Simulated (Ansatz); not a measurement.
# CH5AlCl3N: two geometries relaxed, part 2 of 2

Aim: relax the geometries before and after the reaction (exchange4), and see whether they are two minima and how far apart in energy. Meant to form: Al1–N6, H5–Cl2; to break: Al1–Cl2, H5–N6. The start is a guess near the saddle point, from which both ends are pulled out.

Ansatz 0.2.0; RKS PBE/6-31G. The steps go on from the part before.

## 4. Pulling towards end B

Springs on the bonds that form and break draw the guess towards this end; the thresholds are loose.

The input, input.yaml:

```yaml
crystal:
  periodic: [false, false, false]
  atoms:
    - { symbol: Al, position_ang: [-0.8914, -0.5488, -1.4663] }
    - { symbol: Cl, position_ang: [0.9744, 1.1039, -2.2178] }
    - { symbol: Cl, position_ang: [-0.4723, -2.299, -2.3815] }
    - { symbol: Cl, position_ang: [-2.5842, 0.5026, -1.1563] }
    - { symbol: H, position_ang: [1.0201, 0.3983, -0.6095] }
    - { symbol: "N", position_ang: [0.4418, -0.3621, 0.3236] }
    - { symbol: C, position_ang: [0.1668, 0.4258, 1.5154] }
    - { symbol: H, position_ang: [1.0793, -1.1234, 0.5278] }
    - { symbol: H, position_ang: [-0.4656, 1.2684, 1.2431] }
    - { symbol: H, position_ang: [-0.359, -0.1742, 2.2612] }
    - { symbol: H, position_ang: [1.0899, 0.8085, 1.9605] }
basis:
  gaussian: { orbitals: "6-31G" }
hamiltonian:
  xc: pbe
relax:
  f_tol: 0.15
  max_steps: 25
  restrain:
    - { distance: [0, 5], at: 1.92, k: 30.0 }
    - { distance: [4, 1], at: 1.33, k: 30.0 }
    - { distance: [0, 1], at: 3.53, k: 30.0 }
    - { distance: [4, 5], at: 2.32, k: 30.0 }
```

Run with:

```
$ ansatz run input.yaml --threads 2 --pin off --max-ram 3072MiB --backend cpu --events-out ev --progress --plain --runs-dir out
```

The log of the run:

```text
Warning: RAYON_NUM_THREADS=2 ignored (pool sized by the plan → 2); use --threads N
The last accepted step is kept in <dir> (removed where the run ends without a failure and the disk answers)
Engine: ansatz 0.2.0, aarch64-unknown-linux-gnu
Functional definition: PBE
  parameter kappa = 0.804
  parameter beta = 0.06672455060314922
  exchange = pbe_x(kappa = kappa, mu = beta*pi^2/3)
  correlation = pbe_c(beta = beta)
1047 factors; integrals over basis functions are off by at most 1.5e-4 eV
mean field evaluation 1: about -46743.1250 eV, gradient 5.7e1 eV
mean field evaluation 2: about -46719.1390 eV, gradient 1.1e2 eV
mean field evaluation 4: about -46751.1218 eV, gradient 5.0e0 eV
mean field evaluation 8: about -46751.1976 eV, gradient 1.2e-1 eV
mean field -46751.19762646 eV, -1718.0748236726 hartree, gradient 6.0e-5 eV, S^2 0.000000; 0 other end points of the search recorded, 0 dependent functions left out
the calculation of the forces begins
reference -46751.19766794 eV, -1718.0748251968 hartree; 41, 41 occupied and 39, 39 virtual orbitals, 1047 factors
relax step   1: F+E_penalty+E_count = -46751.19762646 eV  Δ(F+E_penalty+E_count) = +0.000e0 eV  max|allowed force component| = 4.058e0 eV/Å  E_restraint = 31.68767650 eV  max|allowed force component, restraints' pulls added| = 2.993e1 eV/Å  Δτ_max = 0.0000 Å  (24 SCF iters, accepted)
  distance Al 0 - N 5 = 2.2396 Å
  distance H 4 - Cl 1 = 1.7569 Å
  distance Al 0 - Cl 1 = 2.6033 Å
  distance H 4 - N 5 = 1.3354 Å
these checks for a lower state are left out or cut short: starts, cluster_reference, orbital_swaps, neighbouring_geometries, increment
1047 factors; integrals over basis functions are off by at most 1.7e-4 eV
mean field evaluation 16: about -46749.8914 eV, gradient 1.1e1 eV
mean field -46750.53679610 eV, -1718.0505386048 hartree, gradient 1.7e-5 eV, S^2 0.000000; 0 other end points of the search recorded, 0 dependent functions left out
the calculation of the forces begins
reference -46750.53683740 eV, -1718.0505401226 hartree; 41, 41 occupied and 39, 39 virtual orbitals, 1047 factors
relax step   2: F+E_penalty+E_count = -46750.53679610 eV  Δ(F+E_penalty+E_count) = +6.608e-1 eV  max|allowed force component| = 3.636e0 eV/Å  E_restraint = 15.20940621 eV  max|allowed force component, restraints' pulls added| = 2.065e1 eV/Å  Δτ_max = 0.1949 Å  (30 SCF iters, accepted)
  distance Al 0 - N 5 = 2.1399 Å
  distance H 4 - Cl 1 = 1.6006 Å
  distance Al 0 - Cl 1 = 2.8910 Å
  distance H 4 - N 5 = 1.6243 Å
these checks for a lower state are left out or cut short: starts, cluster_reference, orbital_swaps, neighbouring_geometries, increment
1047 factors; integrals over basis functions are off by at most 2.6e-4 eV
mean field -46750.41256816 eV, -1718.0459733119 hartree, gradient 2.3e-5 eV, S^2 0.000000; 0 other end points of the search recorded, 0 dependent functions left out
the calculation of the forces begins
reference -46750.41260933 eV, -1718.0459748250 hartree; 41, 41 occupied and 39, 39 virtual orbitals, 1047 factors
relax step   3: F+E_penalty+E_count = -46750.41256816 eV  Δ(F+E_penalty+E_count) = +1.242e-1 eV  max|allowed force component| = 3.172e0 eV/Å  E_restraint = 5.06076615 eV  max|allowed force component, restraints' pulls added| = 1.116e1 eV/Å  Δτ_max = 0.1949 Å  (30 SCF iters, accepted)
  distance Al 0 - N 5 = 2.0356 Å
  distance H 4 - Cl 1 = 1.4584 Å
  distance Al 0 - Cl 1 = 3.1315 Å
  distance H 4 - N 5 = 1.9343 Å
these checks for a lower state are left out or cut short: starts, cluster_reference, orbital_swaps, neighbouring_geometries, increment
1047 factors; integrals over basis functions are off by at most 2.9e-4 eV
mean field evaluation 32: about -46750.2939 eV, gradient 8.6e0 eV
mean field -46750.68783351 eV, -1718.0560891273 hartree, gradient 2.0e-5 eV, S^2 0.000000; 0 other end points of the search recorded, 0 dependent functions left out
the calculation of the forces begins
reference -46750.68787450 eV, -1718.0560906335 hartree; 41, 41 occupied and 39, 39 virtual orbitals, 1047 factors
relax step   4: F+E_penalty+E_count = -46750.68783351 eV  Δ(F+E_penalty+E_count) = -2.753e-1 eV  max|allowed force component| = 1.938e0 eV/Å  E_restraint = 0.36612720 eV  max|allowed force component, restraints' pulls added| = 2.945e0 eV/Å  Δτ_max = 0.1946 Å  (30 SCF iters, accepted)
  distance Al 0 - N 5 = 1.9091 Å
  distance H 4 - Cl 1 = 1.3486 Å
  distance Al 0 - Cl 1 = 3.4090 Å
  distance H 4 - N 5 = 2.2235 Å
these checks for a lower state are left out or cut short: starts, cluster_reference, orbital_swaps, neighbouring_geometries, increment
1047 factors; integrals over basis functions are off by at most 3.0e-4 eV
mean field -46750.92925973 eV, -1718.0649613773 hartree, gradient 5.9e-6 eV, S^2 0.000000; 0 other end points of the search recorded, 0 dependent functions left out
the calculation of the forces begins
reference -46750.92930137 eV, -1718.0649629073 hartree; 41, 41 occupied and 39, 39 virtual orbitals, 1047 factors
relax step   5: F+E_penalty+E_count = -46750.92925973 eV  Δ(F+E_penalty+E_count) = -2.414e-1 eV  max|allowed force component| = 9.235e-1 eV/Å  E_restraint = 0.04007555 eV  max|allowed force component, restraints' pulls added| = 1.024e0 eV/Å  Δτ_max = 0.1914 Å  (28 SCF iters, accepted)
  distance Al 0 - N 5 = 1.8690 Å
  distance H 4 - Cl 1 = 1.3373 Å
  distance Al 0 - Cl 1 = 3.5282 Å
  distance H 4 - N 5 = 2.3170 Å
these checks for a lower state are left out or cut short: starts, cluster_reference, orbital_swaps, neighbouring_geometries, increment
1047 factors; integrals over basis functions are off by at most 3.0e-4 eV
mean field -46750.96499938 eV, -1718.0662747850 hartree, gradient 1.3e-5 eV, S^2 0.000000; 0 other end points of the search recorded, 0 dependent functions left out
the calculation of the forces begins
reference -46750.96504112 eV, -1718.0662763190 hartree; 41, 41 occupied and 39, 39 virtual orbitals, 1047 factors
relax step   6: F+E_penalty+E_count = -46750.96499938 eV  Δ(F+E_penalty+E_count) = -3.574e-2 eV  max|allowed force component| = 9.144e-1 eV/Å  E_restraint = 0.03957226 eV  max|allowed force component, restraints' pulls added| = 6.176e-1 eV/Å  Δτ_max = 0.2000 Å  (27 SCF iters, accepted)
  distance Al 0 - N 5 = 1.8716 Å
  distance H 4 - Cl 1 = 1.3469 Å
  distance Al 0 - Cl 1 = 3.5276 Å
  distance H 4 - N 5 = 2.3180 Å
these checks for a lower state are left out or cut short: starts, cluster_reference, orbital_swaps, neighbouring_geometries, increment
1047 factors; integrals over basis functions are off by at most 3.0e-4 eV
mean field -46750.97568183 eV, -1718.0666673578 hartree, gradient 5.7e-6 eV, S^2 0.000000; 0 other end points of the search recorded, 0 dependent functions left out
the calculation of the forces begins
reference -46750.97572356 eV, -1718.0666688913 hartree; 41, 41 occupied and 39, 39 virtual orbitals, 1047 factors
relax step   7: F+E_penalty+E_count = -46750.97568183 eV  Δ(F+E_penalty+E_count) = -1.068e-2 eV  max|allowed force component| = 9.841e-1 eV/Å  E_restraint = 0.03294736 eV  max|allowed force component, restraints' pulls added| = 2.798e-1 eV/Å  Δτ_max = 0.0843 Å  (26 SCF iters, accepted)
  distance Al 0 - N 5 = 1.8763 Å
  distance H 4 - Cl 1 = 1.3445 Å
  distance Al 0 - Cl 1 = 3.5291 Å
  distance H 4 - N 5 = 2.3115 Å
these checks for a lower state are left out or cut short: starts, cluster_reference, orbital_swaps, neighbouring_geometries, increment
1047 factors; integrals over basis functions are off by at most 3.0e-4 eV
mean field evaluation 64: about -46750.9785 eV, gradient 1.6e-5 eV
mean field -46750.97852942 eV, -1718.0667720048 hartree, gradient 3.6e-6 eV, S^2 0.000000; 0 other end points of the search recorded, 0 dependent functions left out
the calculation of the forces begins
reference -46750.97857120 eV, -1718.0667735402 hartree; 41, 41 occupied and 39, 39 virtual orbitals, 1047 factors
relax step   8: F+E_penalty+E_count = -46750.97852942 eV  Δ(F+E_penalty+E_count) = -2.848e-3 eV  max|allowed force component| = 1.118e0 eV/Å  E_restraint = 0.03171245 eV  max|allowed force component, restraints' pulls added| = 1.501e-1 eV/Å  Δτ_max = 0.0351 Å  (26 SCF iters, accepted)
  distance Al 0 - N 5 = 1.8771 Å
  distance H 4 - Cl 1 = 1.3428 Å
  distance Al 0 - Cl 1 = 3.5288 Å
  distance H 4 - N 5 = 2.3098 Å
these checks for a lower state are left out or cut short: starts, cluster_reference, orbital_swaps, neighbouring_geometries, increment
1047 factors; integrals over basis functions are off by at most 3.0e-4 eV
mean field -46750.97905142 eV, -1718.0667911879 hartree, gradient 2.4e-5 eV, S^2 0.000000; 0 other end points of the search recorded, 0 dependent functions left out
the calculation of the forces begins
reference -46750.97909317 eV, -1718.0667927223 hartree; 41, 41 occupied and 39, 39 virtual orbitals, 1047 factors
relax step   9: F+E_penalty+E_count = -46750.97905142 eV  Δ(F+E_penalty+E_count) = -5.220e-4 eV  max|allowed force component| = 1.178e0 eV/Å  E_restraint = 0.03072830 eV  max|allowed force component, restraints' pulls added| = 5.633e-2 eV/Å  Δτ_max = 0.0417 Å  (25 SCF iters, accepted)
  distance Al 0 - N 5 = 1.8766 Å
  distance H 4 - Cl 1 = 1.3384 Å
  distance Al 0 - Cl 1 = 3.5288 Å
  distance H 4 - N 5 = 2.3103 Å
1047 factors; integrals over basis functions are off by at most 3.0e-4 eV
mean field -46750.97905142 eV, -1718.0667911879 hartree, gradient 2.4e-5 eV, S^2 0.000000; 1 other end points of the search recorded, 0 dependent functions left out
the calculation of the forces begins
reference -46750.97909317 eV, -1718.0667927223 hartree; 41, 41 occupied and 39, 39 virtual orbitals, 1047 factors
Total energy: -46750.97909317 eV, -1718.0667927223 hartree
Atom 0 at    -0.955792    -0.787828    -1.019461 Å, force     0.860516     0.239135     0.992841 eV/Å
Atom 1 at     1.476616     1.427021    -2.296342 Å, force    -0.005303     0.126310    -0.266837 eV/Å
Atom 2 at    -0.621568    -2.431764    -2.415720 Å, force     0.004220    -0.016617    -0.013241 eV/Å
Atom 3 at    -2.705714     0.516385    -1.118342 Å, force     0.009847    -0.009498    -0.001681 eV/Å
Atom 4 at     1.418197     0.810110    -1.110039 Å, force    -0.155556    -0.311279     0.458661 eV/Å
Atom 5 at     0.266029    -0.526847     0.380791 Å, force    -0.704256    -0.032010    -1.177598 eV/Å
Atom 6 at     0.070967     0.370490     1.540190 Å, force    -0.000251    -0.009151    -0.001882 eV/Å
Atom 7 at     1.001096    -1.227717     0.510862 Å, force    -0.005029     0.004148     0.005695 eV/Å
Atom 8 at    -0.659050     1.154838     1.285004 Å, force    -0.002864    -0.000877     0.003601 eV/Å
Atom 9 at    -0.308882    -0.171729     2.426365 Å, force     0.005037     0.005557    -0.001191 eV/Å
Atom 10 at     1.017902     0.867042     1.816893 Å, force    -0.006361     0.004282     0.001632 eV/Å
Dipole moment:     0.331425    -0.146457     0.924694 e Å
```

Run time: 32 s. Hardware: 2 threads of Arm Neoverse V1, shared host; peak memory 0.15 GiB.

Relaxation path:

```tsv
step	energy from step 1 (eV)	largest force component (eV/Å)
1	0.0000	4.0576
2	0.6608	3.6358
3	0.7851	3.1724
4	0.5098	1.9377
5	0.2684	0.9235
6	0.2326	0.9144
7	0.2219	0.9841
8	0.2191	1.1176
9	0.2186	1.1776
```

Step 1 is the start. Energies and forces in the table leave out the springs, which the log lists apart; the run stops on the force with the springs' pull added.

After: Bond lengths: Al1–Cl3 2.183 Å, Al1–Cl4 2.185 Å, Cl2–H5 1.338 Å, Al1–N6 1.877 Å, N6–C7 1.479 Å, N6–H8 1.024 Å, C7–H9 1.101 Å, C7–H10 1.106 Å, C7–H11 1.104 Å. Angles: Cl3–Al1–Cl4 122.9°, Cl3–Al1–N6 118.8°, Cl4–Al1–N6 118.2°, Al1–N6–C7 125.7°, Al1–N6–H8 117.8°, C7–N6–H8 114.2°, N6–C7–H9 109.7°, N6–C7–H10 112.1°, N6–C7–H11 110.9°, H9–C7–H10 107.9°, H9–C7–H11 107.8°, H10–C7–H11 108.3°.

Pairs that crossed the distance rule for bonds on the way: came closer Cl2–H5; moved apart Al1–Cl2.

## 5. End point B

It starts where the restrained run ended.

The input, input.yaml:

```yaml
crystal:
  periodic: [false, false, false]
  atoms:
    - { symbol: Al, position_ang: [-0.955792, -0.787828, -1.019461] }
    - { symbol: Cl, position_ang: [1.476616, 1.427021, -2.296342] }
    - { symbol: Cl, position_ang: [-0.621568, -2.431764, -2.41572] }
    - { symbol: Cl, position_ang: [-2.705714, 0.516385, -1.118342] }
    - { symbol: H, position_ang: [1.418197, 0.81011, -1.110039] }
    - { symbol: "N", position_ang: [0.266029, -0.526847, 0.380791] }
    - { symbol: C, position_ang: [0.070967, 0.37049, 1.54019] }
    - { symbol: H, position_ang: [1.001096, -1.227717, 0.510862] }
    - { symbol: H, position_ang: [-0.65905, 1.154838, 1.285004] }
    - { symbol: H, position_ang: [-0.308882, -0.171729, 2.426365] }
    - { symbol: H, position_ang: [1.017902, 0.867042, 1.816893] }
basis:
  gaussian: { orbitals: "6-31G" }
hamiltonian:
  xc: pbe
relax:
  f_tol: 0.03
  max_steps: 50
```

Run with:

```
$ ansatz run input.yaml --threads 2 --pin off --max-ram 3072MiB --backend cpu --events-out ev --progress --plain --runs-dir out
```

The log of the run (excerpt; [...] marks lines left out):

```text
Warning: RAYON_NUM_THREADS=2 ignored (pool sized by the plan → 2); use --threads N
[...]
Functional definition: PBE
[...]
1045 factors; integrals over basis functions are off by at most 1.5e-4 eV
[...]
mean field -46750.97906324 eV, -1718.0667916223 hartree, gradient 3.2e-5 eV, S^2 0.000000; 0 other end points of the search recorded, 0 dependent functions left out
[...]
reference -46750.97910521 eV, -1718.0667931648 hartree; 41, 41 occupied and 39, 39 virtual orbitals, 1045 factors
relax step   1: F+E_penalty+E_count = -46750.97906324 eV  Δ(F+E_penalty+E_count) = +0.000e0 eV  max|allowed force component| = 1.178e0 eV/Å  Δτ_max = 0.0000 Å  (24 SCF iters, accepted)
[...]
relax step   4: F+E_penalty+E_count = -46751.36262826 eV  Δ(F+E_penalty+E_count) = -1.436e-1 eV  max|allowed force component| = 1.503e0 eV/Å  Δτ_max = 0.1946 Å  (26 SCF iters, accepted)
[...]
Atom 1 at     0.538364     1.128986    -2.800844 Å, force    -0.001242     0.003511    -0.001004 eV/Å
Atom 2 at    -0.394466    -2.423759    -1.935419 Å, force     0.002943     0.001546     0.003152 eV/Å
Atom 3 at    -2.547137     0.427135    -0.767820 Å, force     0.003029    -0.001208     0.002191 eV/Å
Atom 4 at     1.485703     0.365200    -0.138895 Å, force    -0.002846    -0.004013    -0.000582 eV/Å
Atom 5 at     0.662628    -0.179785     0.167460 Å, force     0.010931    -0.002055    -0.003820 eV/Å
Atom 6 at     0.075560     0.413480     1.424777 Å, force    -0.005619    -0.014855     0.013446 eV/Å
Atom 7 at     0.975371    -1.150485     0.333999 Å, force    -0.004105     0.002515    -0.000523 eV/Å
Atom 8 at    -0.260952     1.436840     1.212445 Å, force     0.000956     0.011462    -0.002556 eV/Å
Atom 9 at    -0.797480    -0.181375     1.724718 Å, force    -0.000778     0.004247    -0.001318 eV/Å
Atom 10 at     0.821514     0.422977     2.234240 Å, force     0.000062     0.001392    -0.002450 eV/Å
Dipole moment:     0.847106     0.124664     1.369367 e Å
```

Run time: 48 s. Hardware: 2 threads of Arm Neoverse V1, shared host; peak memory 0.15 GiB.

Relaxation path:

```tsv
step	energy from step 1 (eV)	largest force component (eV/Å)
1	0.0000	1.1776
2	-0.1242	0.6333
3	-0.2399	0.5531
4	-0.3836	1.5032
5	-0.6952	1.9865
6	-1.1414	2.4839
7	-1.7915	1.0566
8	-2.1232	0.6853
9	-2.3213	0.6350
10	-2.4173	0.6187
11	-2.4543	0.7238
12	-2.4812	0.3865
13	-2.5057	0.0515
14	-2.5064	0.0149
```

Step 1 is the start.

After: Bond lengths: Al1–Cl2 2.224 Å, Al1–Cl3 2.223 Å, Al1–Cl4 2.212 Å, Al1–N6 2.032 Å, H5–N6 1.034 Å, N6–C7 1.509 Å, N6–H8 1.033 Å, C7–H9 1.098 Å, C7–H10 1.098 Å, C7–H11 1.101 Å. Angles (14 of 18 angles, heavy atoms first): Cl2–Al1–Cl3 116.1°, Cl2–Al1–Cl4 116.0°, Cl2–Al1–N6 99.3°, Cl3–Al1–Cl4 115.8°, Cl3–Al1–N6 99.6°, Cl4–Al1–N6 106.3°, Al1–N6–C7 116.5°, Al1–N6–H5 105.2°, Al1–N6–H8 105.9°, H5–N6–C7 110.5°, C7–N6–H8 110.7°, N6–C7–H9 108.9°, N6–C7–H10 108.9°, N6–C7–H11 110.6°.

Pairs that crossed the distance rule for bonds on the way: came closer Al1–Cl2, H5–N6; moved apart Cl2–H5.

## 6. Outcome

What follows sums up all 2 parts.

| quantity | value |
| --- | --- |
| end A | 11 moves, 1.535 eV lower |
| end B | 13 moves, 2.506 eV lower |
| largest difference between the ends | 0.06 Å |
| end B relative to end A | +0.001 eV |

In words: The two relaxations end at one structure, within 0.06 Å: no second minimum was found from this start, which doesn't rule one out. The basis is very small, so the numbers are rough.
